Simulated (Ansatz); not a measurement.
# CH5FOSn (SMILES [CH3][SnH]([OH])[F]): levels of theory compared

We compute a comparison of 6 runs (B2PLYP/def2-SVP, B3LYP/def2-SVP, BLYP/def2-SVP, r2SCAN0/def2-SVP, revPBE/def2-SVP, BCCD(T)/def2-SVP) of CH5FOSn. 

The results are computed with Ansatz 0.2.0.

116 further runs of the same task are left out: 116 set aside as unsound or not needed.

## Step 1: Starting point

CH5FOSn has 9 atoms, charge 0, and is taken as a singlet. As SMILES, `[CH3][SnH]([OH])[F]`. The Sn2–F4 distance was set to 2.507 Å, away from the relaxed value.

Bond lengths: C1–Sn2 2.120 Å, Sn2–O3 1.954 Å, C1–H5 1.090 Å, C1–H6 1.090 Å, C1–H7 1.090 Å, Sn2–H8 1.697 Å, O3–H9 0.960 Å. Angles: C1–Sn2–O3 112.2°, C1–Sn2–H8 121.5°, O3–Sn2–H8 105.6°, Sn2–C1–H5 109.8°, Sn2–C1–H6 110.0°, Sn2–C1–H7 108.7°, Sn2–O3–H9 113.8°, H5–C1–H6 109.6°, H5–C1–H7 109.3°, H6–C1–H7 109.5°.

## Step 2: A single-point energy at B2PLYP/def2-SVP (core potential) (run 1)

job.yaml reads:

```yaml
crystal:
  periodic: [false, false, false]
  atoms:
    - {symbol: C, position_ang: [-0.245395, 1.572492, 0.338083]}
    - {symbol: Sn, position_ang: [-0.168595, -0.505808, 0.748283]}
    - {symbol: O, position_ang: [1.630005, -1.094808, 1.235683]}
    - {symbol: F, position_ang: [-0.613200, -1.596000, -1.464600]}
    - {symbol: H, position_ang: [-1.259095, 1.854992, 0.054883]}
    - {symbol: H, position_ang: [0.059005, 2.136992, 1.219183]}
    - {symbol: H, position_ang: [0.432405, 1.790692, -0.486917]}
    - {symbol: H, position_ang: [-1.206095, -1.225408, 1.882483]}
    - {symbol: H, position_ang: [2.280305, -0.966808, 0.541283]}
basis:
  gaussian: {orbitals: def2-SVP}
accuracy: high
output: {orbitals: {seedname: orbitals}}
hamiltonian: {xc: {name: B2PLYP}}
correlation: {frozen_orbitals: {C: 1, F: 1, H: 0, O: 1, Sn: 4}}
```

Launch:

```console
$ ansatz run job.yaml --threads 1 --pin off --max-ram 3480MiB --events-out events.jsonl --progress --plain --runs-dir runs
```

Output:

```text
Warning: RAYON_NUM_THREADS=1 ignored (pool sized by the plan → 1); use --threads N
Functional definition: B2PLYP
  name "B2PLYP"
  parameter a = 0.53
  parameter c = 0.27
  exchange = (1 - a)*b88_x + a*exact_x
  correlation = (1 - c)*lyp_c + c*(mp2_os + mp2_ss)
2171 factors; integrals over basis functions are off by at most 7.4e-9 eV
mean field evaluation 1: about -11681.2827 eV, gradient 6.5e1 eV
mean field evaluation 2: about -11681.5379 eV, gradient 6.5e1 eV
mean field evaluation 4: about -11689.5091 eV, gradient 1.4e1 eV
mean field evaluation 8: about -11689.9564 eV, gradient 1.3e0 eV
mean field evaluation 16: about -11689.9606 eV, gradient 4.3e-4 eV
mean field -11689.96063359 eV, -429.5981295445 hartree, gradient 1.6e-8 eV, S^2 0.000000; 0 other end points of the search recorded, 0 dependent functions left out
7 core orbitals not correlated: weight in the atoms' cores, before any rotation towards them, 1.000 or more for the frozen orbitals, at most 0.000 for the correlated occupied ones
reference -11689.96066051 eV, -429.5981305338 hartree; 18, 18 occupied and 68, 68 virtual orbitals, 2171 factors
second order -21.75787180 eV of doubles, -0.00000000 eV of singles
Total energy: -11695.83528590 eV, -429.8140190348 hartree
```

Wall time 15 s (1 thread of Arm Neoverse V1, shared host); peak memory 0.34 GiB.

## Step 3: A single-point energy at B3LYP/def2-SVP (core potential) (run 2)

in.yaml reads:

```yaml
crystal:
  periodic: [false, false, false]
  atoms:
    - symbol: C
      position_ang: [-0.245395, 1.572492, 0.338083]
    - symbol: Sn
      position_ang: [-0.168595, -0.505808, 0.748283]
    - symbol: O
      position_ang: [1.630005, -1.094808, 1.235683]
    - symbol: F
      position_ang: [-0.613200, -1.596000, -1.464600]
    - symbol: H
      position_ang: [-1.259095, 1.854992, 0.054883]
    - symbol: H
      position_ang: [0.059005, 2.136992, 1.219183]
    - symbol: H
      position_ang: [0.432405, 1.790692, -0.486917]
    - symbol: H
      position_ang: [-1.206095, -1.225408, 1.882483]
    - symbol: H
      position_ang: [2.280305, -0.966808, 0.541283]
basis:
  gaussian:
    orbitals: def2-SVP
hamiltonian:
  xc: {name: B3LYP}
accuracy: high
output: {orbitals: {seedname: orbitals}}
```

Launch:

```console
$ ansatz run in.yaml --threads 1 --pin off --max-ram 3480MiB --events-out events.jsonl --progress --plain --runs-dir runs
```

Output:

```text
Warning: RAYON_NUM_THREADS=1 ignored (pool sized by the plan → 1); use --threads N
Functional definition: B3LYP
  name "B3LYP"
  parameter a0 = 0.2
  parameter ax = 0.72
  parameter ac = 0.81
  exchange = (1 - a0 - ax)*slater_x + ax*b88_x + a0*exact_x
  correlation = (1 - ac)*vwn_rpa_c + ac*lyp_c
2171 factors; integrals over basis functions are off by at most 7.4e-9 eV
mean field evaluation 1: about -11697.4049 eV, gradient 8.0e1 eV
mean field evaluation 2: about -11627.2529 eV, gradient 2.0e2 eV
mean field evaluation 4: about -11709.8068 eV, gradient 1.9e1 eV
mean field evaluation 8: about -11710.4009 eV, gradient 3.3e-1 eV
mean field evaluation 16: about -11710.5166 eV, gradient 2.5e-4 eV
mean field -11710.51662557 eV, -430.3535483165 hartree, gradient 7.2e-8 eV, S^2 0.000000; 0 other end points of the search recorded, 0 dependent functions left out
reference -11710.51666823 eV, -430.3535498841 hartree; 25, 25 occupied and 68, 68 virtual orbitals, 2171 factors
Total energy: -11710.51666823 eV, -430.3535498841 hartree
```

It took 9.6 s on 1 thread of Arm Neoverse V1, shared host; peak memory 0.34 GiB.

Runs 3 to 5 aren't shown in full; the table further down has their settings and results.

## Step 4: The energy at BCCD(T)/def2-SVP (core potential) (run 6)

in.yaml reads:

```yaml
crystal:
  periodic: [false, false, false]
  atoms:
    - {symbol: C, position_ang: [-0.245395, 1.572492, 0.338083]}
    - {symbol: Sn, position_ang: [-0.168595, -0.505808, 0.748283]}
    - {symbol: O, position_ang: [1.630005, -1.094808, 1.235683]}
    - {symbol: F, position_ang: [-0.613200, -1.596000, -1.464600]}
    - {symbol: H, position_ang: [-1.259095, 1.854992, 0.054883]}
    - {symbol: H, position_ang: [0.059005, 2.136992, 1.219183]}
    - {symbol: H, position_ang: [0.432405, 1.790692, -0.486917]}
    - {symbol: H, position_ang: [-1.206095, -1.225408, 1.882483]}
    - {symbol: H, position_ang: [2.280305, -0.966808, 0.541283]}
basis:
  gaussian:
    orbitals: def2-SVP
correlation:
  method: bccd_t
  frozen_orbitals: {C: 1, F: 1, H: 0, O: 1, Sn: 4}
accuracy: high
scf:
  omitted_lower_state_checks: [cluster_reference, increment]
```

Launch:

```console
$ ansatz run in.yaml --threads 1 --pin off --max-ram 3480MiB --events-out events.jsonl --progress --plain --runs-dir runs
```

Output:

```text
Warning: RAYON_NUM_THREADS=1 ignored (pool sized by the plan → 1); use --threads N
[... 12 lines left out ...]
7 core orbitals not correlated: weight in the atoms' cores, before any rotation towards them, 1.000 or more for the frozen orbitals, at most 0.000 for the correlated occupied ones
[... 28 lines left out ...]
Total energy: -11671.18281303 eV, -428.9080573671 hartree
Checks for a lower state left out: cluster_reference, increment
```

It took 68 s on 1 thread of Arm Neoverse V1, shared host; peak memory 0.93 GiB.

## Step 5: The series

| run | level | frozen core orbitals | energy (Eh) | HOMO energy (eV) | LUMO energy (eV) | HOMO–LUMO gap (eV) | wall time |
| --- | --- | --- | --- | --- | --- | --- | --- |
| 1 | B2PLYP/def2-SVP (core potential) | 7 | -429.814019 | -9.65 | -0.63 | 9.01 | 15 s |
| 2 | B3LYP/def2-SVP (core potential) | – | -430.353550 | -7.44 | -2.11 | 5.32 | 9.6 s |
| 3 | BLYP/def2-SVP (core potential) | – | -430.178627 | -5.68 | -2.58 | 3.10 | 7.8 s |
| 4 | r2SCAN0/def2-SVP (core potential) | – | -430.190274 | -8.11 | -1.78 | 6.33 | 18 s |
| 5 | revPBE/def2-SVP (core potential) | – | -430.261537 | -5.72 | -2.58 | 3.14 | 8.1 s |
| 6 | BCCD(T)/def2-SVP (core potential) | 7 | -428.908057 | – | – | – | 68 s |

## Step 6: Outcome

```
                                          quantity          value
                               run 6: total energy  -428.90806 Eh
run 6: correlation energy (7 core orbitals frozen)     -693.3 mEh
                             run 6: (T) correction     -18.96 mEh
```

Over runs 1, 2, 3, 4, 5 the HOMO–LUMO gap runs from 3.10 eV (BLYP/def2-SVP) to 9.01 eV (B2PLYP/def2-SVP). A double hybrid's value is that of its SCF part. Totals of different functionals can't be ranked against each other. All runs together took 2.1 min, the longest 68 s.
